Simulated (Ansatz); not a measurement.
# Sn3Cl: the cost of one run

Computed with Ansatz 0.2.0 (DFT PBE, scalar-relativistic, plane waves, PAW, unless a step's input says otherwise).

1 further run of the same task is left out (it didn't finish).

### 1 Starting point

Symmetry: Pm-3m, No. 221, cubic system. Conventional cell: a = 4.653 Å, b = 4.653 Å, c = 4.653 Å, α = 90.00°, β = 90.00°, γ = 90.00°. Around Sn (site symmetry 4/mmm) lie 8 Sn at 3.29 Å and 4 Cl at 3.29 Å. Cl (site symmetry m-3m) has 12 Sn at 3.29 Å as nearest neighbours.

Structure file:

```
Sn Cl
1.0
     4.65274    0.00000    0.00000
     0.00000    4.65274    0.00000
     0.00000    0.00000    4.65274
Sn Cl
3 1
Direct
  0.00000 0.50000 0.50000
  0.50000 0.00000 0.50000
  0.50000 0.50000 0.00000
  0.00000 0.00000 0.00000
```

This is candidate A: Cu3Au (L1_2) type (Pm-3m, No. 221).

(A quick probe on a coarse mesh, which set the mesh and smearing, is not shown.)

### 3 The relaxation (candidate A)

File input.yaml:

```yaml
crystal:
  lattice:
    - [4.6527424246, 0.0, 0.0]
    - [0.0, 4.6527424246, 0.0]
    - [0.0, 0.0, 4.6527424246]
  atoms:
    - { symbol: Sn, position: [0.0, 0.5, 0.5] }
    - { symbol: Sn, position: [0.5, 0.0, 0.5] }
    - { symbol: Sn, position: [0.5, 0.5, 0.0] }
    - { symbol: Cl, position: [0.0, 0.0, 0.0] }
basis:
  ecutwfc: 420
kpoints:
  mp_grid: { grid: [10, 10, 10] }
hamiltonian:
  xc: pbe
scf:
  occupations: { method: gaussian, width: 0.1 }
output:
  forces: true
  stress: true
  eigenvalues: true
relax:
  adjacent_minimum: "off"
  f_tol: 0.01
  max_steps: 80
  cell: { stress_tol: 0.05 }
```

The run is started by

```sh
$ ansatz run input.yaml --threads 1 --pin off --max-ram 2560MiB --backend cpu --events-out ev --progress --plain --runs-dir out
```

**Question.** How long does this run take on 1 thread of Intel Xeon Platinum 8488C (Sapphire Rapids), shared host, and how much memory does it need?

About 39 s, with a peak of 0.48 GiB.
